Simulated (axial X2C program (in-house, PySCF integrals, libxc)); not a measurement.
**GaS: properties at the nuclei**

Aim: properties at the nuclei of GaS, with spin–orbit coupling in the Hamiltonian from the start.

Computed with an in-house X2C program for linear molecules on PySCF integrals. Level: two-component X2C with atomic mean-field terms, Ga dyall-acv3z, S dyall-av3z.

All values are calculated.

## Step 1: The job

Contents of task.json:

```json
{"zs": [31, 16], "q": 0, "bas": ["dyall-acv3z", "dyall-av3z"], "r0": 2.11, "levels": ["PBE0", "HF", "B3LYP"], "nst": 1, "ff": 1, "thr": -3.5, "nmax": 130, "opt": {"ecut": 60}}
```

Keys: zs atomic numbers; q charge; bas basis sets; r0 starting distance in Å; levels methods (HF also brings MP2); nst determinants followed; ff finite-field run; thr threshold in hartree for freezing inner shells (an s shell follows its p shell); nmax most natural virtual spinors; ecut virtual cutoff in hartree.

Run with:

```console
$ python soeom.py task.json out
```

After this run come: Expectation values, lowest determinant; Finite-field coupled cluster.

Q: Predict the outcome of this session. Wanted: lowest determinant; Eeff magnitude; Ws magnitude Ga; A∥/gI Ga; qzz Ga (for each run or level that gives them).

As calculated:

| quantity | value |
| --- | --- |
| lowest determinant | Ω = 1/2 (excess of +ω over −ω: ω = 1/2) |
| Eeff magnitude (GV/cm), PBE0 | 2.73 |
| Ws magnitude Ga (kHz), PBE0 | 2.36 |
| A∥/gI Ga (MHz), PBE0 | 1250 |
| qzz Ga (a.u.), PBE0 | -1.66 |
| Eeff magnitude (GV/cm), CCSD(T) | 2.71 |
| Ws magnitude Ga (kHz), CCSD(T) | 2.35 |
| A∥/gI Ga (MHz), CCSD(T) | 1400 |
| qzz Ga (a.u.), CCSD(T) | -1.70 |

In words: In the first state, the effective field runs from 2.57 to 3.46 GV/cm over the mean-field levels. The expectation values come from single determinants, which for open shells can mix terms of unlike spin or miss the lowest Ω, so a determinant need not be a state. Eeff is the effective electric field on the electron dipole moment in this Ω state and Ws the scalar–pseudoscalar constant (defined with the proton number Z and per Ω); A∥ is the parallel hyperfine constant, which follows by multiplying with the nuclear g factor gI = μI/(I μN); qzz is the electric field gradient, eQq0 = 234.96 MHz × Q/barn × qzz; μ is positive if S is the positive end. The operators were transformed with the bare-nucleus X2C matrices. Correlation of the inner shells is missing, which matters for properties at the nucleus.
